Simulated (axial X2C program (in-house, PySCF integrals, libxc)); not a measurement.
# FPdF: the levels of the configuration d7 s1

Aim: the spin–orbit levels of FPdF that arise from the configuration d7 s1 of Pd, and how they move with the bond.

Method: two-component X2C, average-of-configuration Hartree–Fock and CI in the open shells; program: an in-house X2C program for linear molecules on PySCF integrals.

All values are calculated.

### 1 Set-up

The input, task.json:

```json
{"zs": [9, 46, 9], "q": 0, "bas": ["dyall-av3z", "dyall-v3z", "dyall-av3z"], "r0": 1.84, "metal": 1, "shells": [[2, [0, 1, 2], 7], [0, [0], 1]], "fix": 0, "emax": 3.2, "nroots": 4}
```

Keys: zs atomic numbers; q charge; bas basis sets; r0 starting distance in Å; metal index of the metal atom; shells open shells as [l, |m| values, electrons]; fix electron count of the first shell held; emax energy window in eV; nroots roots for each Ω.

Run with:

```
$ python soci.py task.json out
```

Two-component X2C with atomic mean-field Coulomb and Gaunt terms, basis F dyall-av3z, Pd dyall-v3z (cores contracted in-house). Orbitals come from Hartree–Fock averaged over the configuration Pd d7 s1; CI then distributes these electrons over the d, s shells of Pd.

### 2 CI at F–Pd–F held linear, both bonds 1.965 Å

Before running it: what results should come out? Wanted: lowest level of the model; next level; lowest curve, Re and ωe.

**Answer**, as computed:

| quantity | value |
| --- | --- |
| lowest level of the model | Ω = 3, g∥ = 7.88, 94% d8 + 6% d7 s1 |
| next level | Ω = 2, 259 cm⁻¹ higher |
| lowest curve, Re and ωe | 1.911 Å, 611.7 cm⁻¹ |

In the lowest level ⟨Sz⟩ = 0.94 and ⟨Lz⟩ = 2.06; its leading determinant has weight 0.92 among 39. From 1.965 to 1.896 Å the gap from the lowest to the fifth level goes from 3094 to 3195 cm⁻¹. Without dynamic correlation distances can be off by several hundredths of an Å, and the wavenumbers are rough. There is no dynamic correlation: spin–orbit spacings and, for f shells, spacings inside one term are the most reliable numbers, splittings between terms come out too wide, and energies between configurations are not reliable, so the lowest level need not be the ground state of the molecule. The lowest levels belong to d8, not to the averaged configuration, so orbitals and distance suit them less well. For d shells the ligand-field splittings (σ, π, δ) and their order can be off by a thousand cm⁻¹ or more. At most 4 roots were kept for each Ω > 0 (twice that for Ω = 0) within 3.2 eV of the lowest, so higher up levels can be missing between those listed; levels with Ω > 0 are doubly degenerate and listed once, Ω = 0 levels singly. The open spinors mix strongly with ligand orbitals, which this small active space describes poorly. Some active spinors are only partly of the character that their shell is named for, so the shell names and counts are nominal. The molecule was held linear; bending was not examined.
